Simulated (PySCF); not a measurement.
**C₅H₅FN₂: a tour of settings**

Which settings matter for C₅H₅FN₂ (`[H]/N=C1\C[C@H](F)[C@@H]1C#N`)?

Programs: PySCF 2.14.0, with density-fitted response routines of our own. Each step states its level of theory. These are calculated values for one molecule, in the gas phase or a continuum, unless marked as measured. Atoms count from 0, in the outputs and in this text.

## (1) The molecule as given

13 atoms, charge 0, multiplicity 1; geometry from: GFN2-xTB.

Bonds of the start (Å): N0–C1 1.14, C1–C2 1.44, C2–C3 1.52, C3–N4 1.24, C3–C5 1.51, C5–C6 1.54, C6–F7 1.36, C6–C2 1.55, C2–H8 1.09, N4–H9 1.02, C5–H10 1.09, C5–H11 1.09, C6–H12 1.09.

## (2) Shielding tensors: PBE0/pcSseg-1

The job: settings as JSON, then the geometry in Å.

```
{"job": {"kind": "nmr", "xc": "PBE0", "basis": "pcSseg-1"}, "charge": 0, "multiplicity": 1}
N     -2.080056     1.523784    -1.576765
C     -1.419249     1.175119    -0.713388
C     -0.574356     0.711706     0.355377
C      0.853223     0.459517    -0.104967
N      1.756190     1.285579    -0.320816
C      0.661278    -1.042120    -0.077209
C     -0.677099    -0.811988     0.638803
F     -1.747640    -1.449844     0.084360
H     -0.685208     1.377022     1.213728
H      2.659561     0.909895    -0.597228
H      0.516315    -1.454925    -1.075924
H      1.411360    -1.627053     0.451448
H     -0.678707    -1.056205     1.704854
```

Level: GIAO PBE0/pcSseg-1 NMR shielding, non-relativistic, gas phase.

The run is started by

```console
OMP_NUM_THREADS=1 python probes_run.py task.json out
```

The driver reads the jobs from task.json and runs them one after another.

Output:

```text
coarse grid: 11744 points
cycle   1  E = -402.1664578689  dE =  1.363e+00  |g| = 7.064e-01  |ddm| = 3.467e+00
cycle   2  E = -401.8628765309  dE =  3.036e-01  |g| = 1.414e+00  |ddm| = 1.777e+00
cycle   3  E = -402.2649555831  dE = -4.021e-01  |g| = 1.917e-01  |ddm| = 1.217e+00
cycle   4  E = -402.2717163428  dE = -6.761e-03  |g| = 7.524e-02  |ddm| = 1.732e-01
cycle   5  E = -402.2726673242  dE = -9.510e-04  |g| = 2.789e-02  |ddm| = 6.369e-02
cycle   6  E = -402.2728278545  dE = -1.605e-04  |g| = 7.196e-03  |ddm| = 2.458e-02
cycle   7  E = -402.2728374203  dE = -9.566e-06  |g| = 2.370e-03  |ddm| = 6.598e-03
final grid: 116488 points
cycle   8  E = -402.3254272244  dE = -3.791e-05  |g| = 6.060e-03  |ddm| = 3.177e-02
cycle   9  E = -402.3254198981  dE =  7.326e-06  |g| = 8.528e-03  |ddm| = 1.244e-02
cycle  10  E = -402.3254357087  dE = -1.581e-05  |g| = 1.812e-03  |ddm| = 7.137e-03
cycle  11  E = -402.3254363377  dE = -6.290e-07  |g| = 3.644e-04  |ddm| = 1.618e-03
cycle  12  E = -402.3254363550  dE = -1.726e-08  |g| = 2.324e-04  |ddm| = 3.977e-04
cycle  13  E = -402.3254363651  dE = -1.009e-08  |g| = 7.103e-05  |ddm| = 1.770e-04
cycle  14  E = -402.3254363661  dE = -9.898e-10  |g| = 1.851e-05  |ddm| = 6.490e-05
converged SCF energy = -402.3254363661

GIAO shielding tensors (ppm)
atom      isotropic    diamagn.    paramagn.     s11        s22        s33       span
  0 N      -45.619     339.243    -384.862   -221.190   -199.689    284.022    505.212
  1 C       69.513     258.732    -189.219    -44.132    -38.164    290.836    334.968
  2 C      140.136     253.299    -113.163    117.656    144.913    157.838     40.182
  3 C       17.369     251.412    -234.043    -97.942     22.514    127.535    225.477
  4 N      -87.893     320.273    -408.165   -420.204    -76.804    233.328    653.532
  5 C      136.498     253.001    -116.503    109.109    142.496    157.889     48.779
  6 C      105.448     242.531    -137.083     67.777     84.985    163.582     95.805
  7 F      380.541     469.624     -89.083    362.465    376.415    402.742     40.277
  8 H       27.926      28.881      -0.955     24.655     27.028     32.096      7.442
  9 H       20.317      31.200     -10.882     11.394     24.517     25.041     13.646
 10 H       28.183      29.232      -1.048     25.811     26.942     31.796      5.985
 11 H       28.636      29.448      -0.812     25.097     27.427     33.384      8.287
 12 H       26.450      28.959      -2.510     23.090     25.662     30.597      7.507
```

Wall time 18 s (1 thread of Arm Neoverse V1, shared host); peak memory 0.73 GiB.

Shifts follow as δ = σ(reference) − σ, with reference shieldings (ppm) from runs at the same level and on the same kind of geometry: 1H TMS 31.72, 13C TMS 186.9, 19F CFCl3 170.9, 15N NH3 267.7. The references are single molecules in the gas phase, so shifts against H2O, NH3, PH3, H3PO4 or CFCl3 are not on the usual liquid scales and can be off by tens of ppm.

```csv
atoms,environment,σ (ppm),δ (ppm)
C3,"carbon bonded to 2 C, N",17.4,169.6
C1,"carbon bonded to C, N",69.5,117.4
C6,"carbon bonded to 2 C, F, H",105.4,81.5
C5,"carbon bonded to 2 C, 2 H",136.5,50.4
C2,"carbon bonded to 3 C, H",140.1,46.8
H9,hydrogen on a nitrogen bonded to C,20.32,11.40
H12,"hydrogen on a carbon bonded to 2 C, F",26.45,5.27
H8,hydrogen on a carbon bonded to 3 C,27.93,3.79
H10,hydrogen on a carbon bonded to 2 C,28.18,3.53
H11,hydrogen on a carbon bonded to 2 C,28.64,3.08
N4,"nitrogen bonded to C, H",-87.9,355.6
N0,nitrogen bonded to C,-45.6,313.3
F7,fluorine bonded to C,380.5,-209.6
```

Charges from the same density, by scheme (e):

```csv
atoms,Mulliken,IAO,Hirshfeld,ESP fit
N0,-0.23,-0.23,-0.22,-0.47
C1,0.19,0.15,0.08,0.50
C2,-0.31,-0.21,-0.02,-0.59
C3,0.04,0.20,0.10,0.66
N4,-0.31,-0.41,-0.22,-0.74
C5,-0.14,-0.35,-0.08,-0.60
C6,0.25,0.19,0.08,0.52
F7,-0.30,-0.30,-0.10,-0.27
```

Mayer bond orders: N0–C1 3.06, C1–C2 0.98, C2–C3 0.91, C3–N4 2.12, C3–C5 0.98, C5–C6 1.01, C6–F7 0.92, C6–C2 0.94.

Ring of atoms C2, C3, C5, C6: NICS(0) 3.9, NICS(1) -1.7, NICS(1)zz 1.3 ppm (means of both faces; NICS(1) differs between them: -3.2 and -0.2).

The two faces differ (NICS(1)zz -2.8 and 5.3 ppm).

## (3) TDDFT and polarisability: PBE0/def2-SVPD

Same as in step 2 but for these lines:

```diff
@@ -1,2 +1,2 @@
-{"job": {"kind": "nmr", "xc": "PBE0", "basis": "pcSseg-1"}, "charge": 0, "multiplicity": 1}
+{"job": {"kind": "uv", "xc": "PBE0", "basis": "def2-SVPD", "nstates": 6, "ntriplets": 2}, "charge": 0, "multiplicity": 1}
 N     -2.080056     1.523784    -1.576765
```

Method: TDDFT PBE0/def2-SVPD, vertical, gas phase, core orbitals frozen in the response.

Output:

```text
coarse grid: 11744 points
cycle   1  E = -401.9400956113  dE =  1.297e+00  |g| = 6.705e-01  |ddm| = 5.819e+00
cycle   2  E = -401.6440149326  dE =  2.961e-01  |g| = 1.367e+00  |ddm| = 3.971e+00
cycle   3  E = -402.0338977752  dE = -3.899e-01  |g| = 1.764e-01  |ddm| = 2.954e+00
cycle   4  E = -402.0397686687  dE = -5.871e-03  |g| = 7.158e-02  |ddm| = 3.441e-01
cycle   5  E = -402.0406586908  dE = -8.900e-04  |g| = 2.688e-02  |ddm| = 1.205e-01
cycle   6  E = -402.0408136721  dE = -1.550e-04  |g| = 6.780e-03  |ddm| = 6.052e-02
cycle   7  E = -402.0408224651  dE = -8.793e-06  |g| = 2.239e-03  |ddm| = 1.835e-02
final grid: 116488 points
cycle   8  E = -402.0929327810  dE = -3.367e-05  |g| = 5.768e-03  |ddm| = 1.264e-01
cycle   9  E = -402.0929263081  dE =  6.473e-06  |g| = 8.045e-03  |ddm| = 2.461e-02
cycle  10  E = -402.0929406886  dE = -1.438e-05  |g| = 1.627e-03  |ddm| = 1.544e-02
cycle  11  E = -402.0929412246  dE = -5.360e-07  |g| = 3.229e-04  |ddm| = 5.449e-03
cycle  12  E = -402.0929412400  dE = -1.541e-08  |g| = 1.919e-04  |ddm| = 9.834e-04
cycle  13  E = -402.0929412469  dE = -6.932e-09  |g| = 6.441e-05  |ddm| = 2.928e-04
cycle  14  E = -402.0929412478  dE = -8.315e-10  |g| = 2.016e-05  |ddm| = 1.545e-04
converged SCF energy = -402.0929412478

Static polarisability (au): isotropic 66.560, principal 54.561 68.993 76.128

Singlet excitations
state   eV       nm        f      main configurations
  1   4.9488    250.5   0.00411   H->L 0.97
  2   6.8754    180.3   0.00181   H-1->L 0.72, H-2->L 0.16
  3   6.9640    178.0   0.00367   H-2->L 0.41, H->L+1 0.30, H-1->L 0.19
  4   7.0642    175.5   0.01128   H->L+1 0.56, H-2->L 0.36
  5   7.2974    169.9   0.01727   H->L+2 0.94
  6   7.6647    161.8   0.07408   H-3->L 0.72

Triplet excitations (Tamm-Dancoff, eV): 4.2041 5.0889
```

Wall time 32 s (1 thread of Arm Neoverse V1, shared host); peak memory 0.84 GiB.

Frontier orbitals and where they lie:

```csv
orbital,eV,atoms
HOMO−3,-9.73,"N4 38 %, C3 22 %, N0 9 %"
HOMO−2,-9.64,"N0 34 %, C1 25 %, C6 7 %"
HOMO−1,-9.45,"N0 32 %, C1 22 %, C2 10 %"
HOMO,-8.10,"N4 52 %, C3 13 %, C5 10 %"
LUMO,-1.27,"C3 29 %, N4 28 %, C2 8 %"
LUMO+1,0.14,"N0 16 %, C6 15 %, C1 14 %"
LUMO+2,0.48,"C3 15 %, C5 13 %, N0 10 %"
```

With each of the 6 states as a Gaussian band of 0.4 eV half-width at 1/e, the curve within the window shown has maxima at 251 nm (ε 170), 163 nm (ε 3,400) L/(mol cm). Beyond the last state computed it falls off for lack of states. The curve at chosen wavelengths:

nm, ε (L/mol/cm) and a bar:
```
      156       1756 ################
      161       3219 ##############################
      166       3195 ##############################
      171       2266 #####################
      177       1310 ############
      182        733 #######
      187        332 ###
      192        118 #
      197         33 
      202          8 
      208          1 
      213          1 
      218          5 
      223         15 
      228         36 
      233         67 #
      239        114 #
      244        147 #
      249        165 ##
      254        163 ##
      259        143 #
      264        114 #
      270         77 #
      275         51 
      280         32 
      285         18
```

Ground-state properties from the same run:

```csv
property,computed
dipole moment (D),5.52
polarisability (Å³),9.86
HOMO–LUMO gap (eV),6.83
−ε(HOMO) (eV),8.10
```

## (4) NMR shieldings: HCTH407/def2-SVPD in acetonitrile

Same as in step 3 but for these lines:

```diff
@@ -1,2 +1,2 @@
-{"job": {"kind": "uv", "xc": "PBE0", "basis": "def2-SVPD", "nstates": 6, "ntriplets": 2}, "charge": 0, "multiplicity": 1}
+{"job": {"kind": "nmr", "xc": "HCTH407", "basis": "def2-SVPD", "solvent": "acetonitrile", "pop": true, "scf": {"level_shift": 0.2}}, "charge": 0, "multiplicity": 1}
 N     -2.080056     1.523784    -1.576765
```

Level: GIAO HCTH407/def2-SVPD NMR shielding, non-relativistic, IEF-PCM acetonitrile.

Output:

```text
final grid: 116488 points
cycle   1  E = -402.3478447315  dE =  1.080e+00  |g| = 8.086e-01  |ddm| = 5.666e+00
cycle   2  E = -402.1495076452  dE =  1.983e-01  |g| = 1.326e+00  |ddm| = 4.321e+00
cycle   3  E = -402.4657666202  dE = -3.163e-01  |g| = 3.363e-01  |ddm| = 1.361e+00
cycle   4  E = -402.4901618379  dE = -2.440e-02  |g| = 7.918e-02  |ddm| = 6.236e-01
cycle   5  E = -402.4917487658  dE = -1.587e-03  |g| = 1.576e-02  |ddm| = 1.465e-01
cycle   6  E = -402.4917966562  dE = -4.789e-05  |g| = 1.075e-02  |ddm| = 4.773e-02
cycle   7  E = -402.4918181480  dE = -2.149e-05  |g| = 3.715e-03  |ddm| = 2.057e-02
cycle   8  E = -402.4918211850  dE = -3.037e-06  |g| = 1.011e-03  |ddm| = 9.846e-03
cycle   9  E = -402.4918213638  dE = -1.788e-07  |g| = 3.128e-04  |ddm| = 2.765e-03
cycle  10  E = -402.4918213894  dE = -2.557e-08  |g| = 5.940e-05  |ddm| = 1.619e-03
cycle  11  E = -402.4918213907  dE = -1.317e-09  |g| = 1.832e-05  |ddm| = 6.110e-04
cycle  12  E = -402.4918213909  dE = -1.623e-10  |g| = 7.389e-06  |ddm| = 2.985e-04
level shift removed, Fock matrix diagonalised once more
converged SCF energy = -402.4918213909

GIAO shielding tensors (ppm)
atom      isotropic    diamagn.    paramagn.     s11        s22        s33       span
  0 N       19.955     301.942    -281.987   -125.664   -106.404    291.932    417.596
  1 C       84.973     276.138    -191.165    -17.664    -10.816    283.398    301.062
  2 C      148.180     275.957    -127.777    128.789    152.922    162.828     34.039
  3 C       29.520     252.995    -223.475    -68.050     20.669    135.940    203.990
  4 N      -25.289     265.513    -290.802   -283.410    -36.739    244.283    527.693
  5 C      144.633     251.700    -107.068    120.377    152.068    161.453     41.076
  6 C      110.579     235.988    -125.409     71.777     91.118    168.842     97.064
  7 F      384.590     463.327     -78.737    365.699    383.926    404.145     38.446
  8 H       27.417      27.820      -0.403     24.169     26.710     31.371      7.202
  9 H       21.053      33.769     -12.716     14.399     23.915     24.845     10.446
 10 H       28.037      26.980       1.058     25.885     26.942     31.285      5.399
 11 H       28.321      29.053      -0.732     24.948     27.204     32.810      7.862
 12 H       26.003      33.582      -7.579     22.910     25.229     29.871      6.962
```

Wall time 28 s (1 thread of Arm Neoverse V1, shared host); peak memory 0.86 GiB.

This run: σ C3 29.5, C1 85.0, C6 110.6, C5 144.6, H9 21.05, H12 26.00 ppm.

## (5) Excited states and response: PW91/def2-SVPD

Same as in step 4 but for these lines:

```diff
@@ -1,2 +1,2 @@
-{"job": {"kind": "nmr", "xc": "HCTH407", "basis": "def2-SVPD", "solvent": "acetonitrile", "pop": true, "scf": {"level_shift": 0.2}}, "charge": 0, "multiplicity": 1}
+{"job": {"kind": "uv", "xc": "PW91", "basis": "def2-SVPD", "nstates": 12, "ntriplets": 0, "tda": false}, "charge": 0, "multiplicity": 1}
 N     -2.080056     1.523784    -1.576765
```

Method: TDDFT PW91/def2-SVPD, vertical, gas phase, core orbitals frozen in the response.

Output:

```text
coarse grid: 11744 points
cycle   1  E = -402.2201772082  dE =  1.087e+00  |g| = 7.032e-01  |ddm| = 6.047e+00
cycle   2  E = -401.6526337390  dE =  5.675e-01  |g| = 1.743e+00  |ddm| = 6.441e+00
cycle   3  E = -402.2909982860  dE = -6.384e-01  |g| = 4.011e-01  |ddm| = 4.993e+00
cycle   4  E = -402.3280541446  dE = -3.706e-02  |g| = 9.288e-02  |ddm| = 6.570e-01
cycle   5  E = -402.3289197644  dE = -8.656e-04  |g| = 6.351e-02  |ddm| = 2.589e-01
cycle   6  E = -402.3297778176  dE = -8.581e-04  |g| = 1.731e-02  |ddm| = 1.246e-01
cycle   7  E = -402.3298353012  dE = -5.748e-05  |g| = 5.691e-03  |ddm| = 5.694e-02
cycle   8  E = -402.3298417795  dE = -6.478e-06  |g| = 1.149e-03  |ddm| = 1.445e-02
final grid: 116488 points
cycle   9  E = -402.4033523401  dE = -4.217e-05  |g| = 1.123e-02  |ddm| = 2.030e-01
cycle  10  E = -402.4032905974  dE =  6.174e-05  |g| = 2.094e-02  |ddm| = 8.270e-02
cycle  11  E = -402.4033780440  dE = -8.745e-05  |g| = 3.387e-03  |ddm| = 5.191e-02
cycle  12  E = -402.4033802779  dE = -2.234e-06  |g| = 1.410e-03  |ddm| = 5.827e-03
cycle  13  E = -402.4033806945  dE = -4.166e-07  |g| = 3.081e-04  |ddm| = 2.593e-03
cycle  14  E = -402.4033807097  dE = -1.524e-08  |g| = 1.289e-04  |ddm| = 6.235e-04
cycle  15  E = -402.4033807132  dE = -3.413e-09  |g| = 4.250e-05  |ddm| = 3.655e-04
cycle  16  E = -402.4033807135  dE = -3.745e-10  |g| = 1.020e-05  |ddm| = 1.360e-04
converged SCF energy = -402.4033807135

Static polarisability (au): isotropic 69.259, principal 56.536 71.675 79.566

Singlet excitations
state   eV       nm        f      main configurations
  1   4.5908    270.1   0.00461   H->L 0.99
  2   5.8000    213.8   0.00191   H-1->L 0.92
  3   5.8027    213.7   0.00879   H->L+1 0.99
  4   5.9437    208.6   0.00043   H-2->L 0.93
  5   6.2076    199.7   0.00210   H-3->L 0.37, H-4->L 0.35, H->L+2 0.26
  6   6.2684    197.8   0.00934   H->L+2 0.72, H-4->L 0.15, H-3->L 0.11
  7   6.5357    189.7   0.03489   H->L+3 0.87
  8   6.6361    186.8   0.01928   H-5->L 0.39, H-4->L 0.17, H-6->L 0.17
  9   6.7577    183.5   0.00287   H-6->L 0.51, H-5->L 0.43
 10   6.8344    181.4   0.00144   H->L+4 0.97
 11   7.1880    172.5   0.00714   H->L+5 0.68, H-6->L 0.11
 12   7.3104    169.6   0.00199   H-1->L+1 0.64, H-2->L+1 0.30
```

Wall time 42 s (1 thread of Arm Neoverse V1, shared host); peak memory 0.64 GiB.

In short: HOMO -6.69 eV, LUMO -2.38 eV; lowest singlet 4.59 eV.

## (6) NMR shieldings: PBE0/aug-cc-pVDZ

Same as in step 5 but for these lines:

```diff
@@ -1,2 +1,2 @@
-{"job": {"kind": "uv", "xc": "PW91", "basis": "def2-SVPD", "nstates": 12, "ntriplets": 0, "tda": false}, "charge": 0, "multiplicity": 1}
+{"job": {"kind": "nmr", "xc": "PBE0", "basis": "aug-cc-pVDZ", "pop": true}, "charge": 0, "multiplicity": 1}
 N     -2.080056     1.523784    -1.576765
```

Level: GIAO PBE0/aug-cc-pVDZ NMR shielding, non-relativistic, gas phase.

Output:

```text
coarse grid: 11744 points
cycle   1  E = -402.3039794723  dE =  1.389e+00  |g| = 6.787e-01  |ddm| = 1.235e+01
cycle   2  E = -402.0043950894  dE =  2.996e-01  |g| = 1.378e+00  |ddm| = 3.135e+00
cycle   3  E = -402.3992941368  dE = -3.949e-01  |g| = 1.815e-01  |ddm| = 2.197e+00
cycle   4  E = -402.4057001659  dE = -6.406e-03  |g| = 7.068e-02  |ddm| = 4.594e-01
cycle   5  E = -402.4065604278  dE = -8.603e-04  |g| = 2.739e-02  |ddm| = 1.399e-01
cycle   6  E = -402.4067212639  dE = -1.608e-04  |g| = 6.759e-03  |ddm| = 6.592e-02
cycle   7  E = -402.4067300238  dE = -8.760e-06  |g| = 2.291e-03  |ddm| = 1.532e-02
final grid: 116488 points
cycle   8  E = -402.4219955699  dE = -4.038e-05  |g| = 6.456e-03  |ddm| = 2.867e-01
cycle   9  E = -402.4219867652  dE =  8.805e-06  |g| = 9.158e-03  |ddm| = 5.202e-02
cycle  10  E = -402.4220055140  dE = -1.875e-05  |g| = 2.017e-03  |ddm| = 2.275e-02
cycle  11  E = -402.4220063276  dE = -8.136e-07  |g| = 4.686e-04  |ddm| = 3.709e-03
cycle  12  E = -402.4220063616  dE = -3.401e-08  |g| = 2.546e-04  |ddm| = 1.213e-03
cycle  13  E = -402.4220063745  dE = -1.288e-08  |g| = 7.171e-05  |ddm| = 4.905e-04
cycle  14  E = -402.4220063755  dE = -1.038e-09  |g| = 2.163e-05  |ddm| = 1.413e-04
cycle  15  E = -402.4220063756  dE = -8.652e-11  |g| = 4.806e-06  |ddm| = 4.309e-05
converged SCF energy = -402.4220063756

GIAO shielding tensors (ppm)
atom      isotropic    diamagn.    paramagn.     s11        s22        s33       span
  0 N       -8.748     320.415    -329.163   -166.994   -148.339    289.090    456.085
  1 C       87.116     261.177    -174.062    -16.165    -11.891    289.403    305.567
  2 C      151.497     238.126     -86.629    129.611    155.768    169.113     39.503
  3 C       31.977     237.688    -205.711    -74.045     30.351    139.624    213.668
  4 N      -47.678     295.385    -343.063   -340.624    -40.821    238.411    579.035
  5 C      149.949     231.083     -81.133    121.681    155.571    172.596     50.915
  6 C      119.347     225.687    -106.340     82.219    101.669    174.152     91.933
  7 F      384.963     476.139     -91.176    364.138    385.271    405.480     41.343
  8 H       27.684      30.197      -2.513     24.418     27.140     31.493      7.075
  9 H       20.876      34.178     -13.301     12.495     24.823     25.311     12.817
 10 H       28.215      29.333      -1.118     26.044     27.229     31.371      5.327
 11 H       28.610      31.022      -2.411     25.217     27.660     32.955      7.738
 12 H       26.341      29.765      -3.424     23.160     25.682     30.181      7.021
```

Wall time 33 s (1 thread of Arm Neoverse V1, shared host); peak memory 0.85 GiB.

In short: δ C3 165.4, C1 110.3, C6 78.1, C5 47.5, H9 10.98, H12 5.52 ppm.

## (7) Comparing the runs: NMR shifts

Isotropic shieldings (ppm) of some atoms, chosen among heavy atoms and hydrogens apart, with basis size and wall time:

```csv
run,C3,C1,C6,H9,H8,N4,N0,functions,time
PBE0/pcSseg-1,17.4,69.5,105.4,20.32,27.93,-87.9,-45.6,161,18 s
HCTH407/def2-SVPD in acetonitrile,29.5,85.0,110.6,21.05,27.42,-25.3,20.0,203,28 s
PBE0/aug-cc-pVDZ,32.0,87.1,119.3,20.88,27.68,-47.7,-8.7,229,33 s
```

## (8) Comparing the runs: electronic excitations

Excitations and ground-state properties, with basis size and wall time:

```csv
run,lowest singlet (eV),brightest (eV),f,gap (eV),α (Å³),μ (D),functions,time
PBE0/def2-SVPD,4.95,7.66,0.074,6.83,9.86,5.52,203,32 s
PW91/def2-SVPD,4.59,6.54,0.035,4.30,10.26,5.40,203,42 s
```

## (9) Results

| quantity | value |
| --- | --- |
| 13C shifts against TMS (PBE0/pcSseg-1) | 169.6, 117.4, 81.5, 50.4, 46.8 ppm |
| 1H shifts against TMS (PBE0/pcSseg-1) | 11.40, 5.27, 3.79, 3.53, 3.08 ppm |
| 15N shifts against NH3 (PBE0/pcSseg-1) | 355.6, 313.3 ppm |
| 19F shifts against CFCl3 (PBE0/pcSseg-1) | -209.6 ppm |
| lowest singlet (PBE0/def2-SVPD) | 4.95 eV (251 nm), f = 0.004 |
| brightest single state of those computed | state 6, 7.66 eV, f = 0.074 |
| lowest triplet | 4.20 eV |
| range of the shielding of N0 | -45.6 to 20.0 ppm |
| range of the lowest singlet | 4.59 to 4.95 eV |

**Reading.** Single values in the summary come from the first run of each kind that ended normally (PBE0/pcSseg-1; PBE0/def2-SVPD), which need not be the best level. At PBE0/pcSseg-1: The widest tensor belongs to N4: span 654 ppm, with a paramagnetic part of -408 ppm. The first singlet state (HOMO→LUMO 0.97) lies at 4.95 eV and is weak; of the 6 states computed, the strongest absorption comes from state 6 at 7.66 eV (the last computed, so partners may be missing). The lowest triplet lies 0.74 eV below the lowest singlet (triplets in Tamm-Dancoff, singlets in full TDDFT). In ppm, N0 moves most: its shielding spreads over 65.6 ppm, from -45.6 (PBE0/pcSseg-1) to 20.0 (HCTH407/def2-SVPD in acetonitrile). The lowest singlet runs from 4.59 eV (PW91/def2-SVPD) to 4.95 eV (PBE0/def2-SVPD), while the orbital gap spans 4.30 to 6.83 eV: the excitation energy moves far less from run to run than the orbital gap does. The lowest state need not be the same one in every run. The runs solved for a few states only, so the brightest column depends on that window.
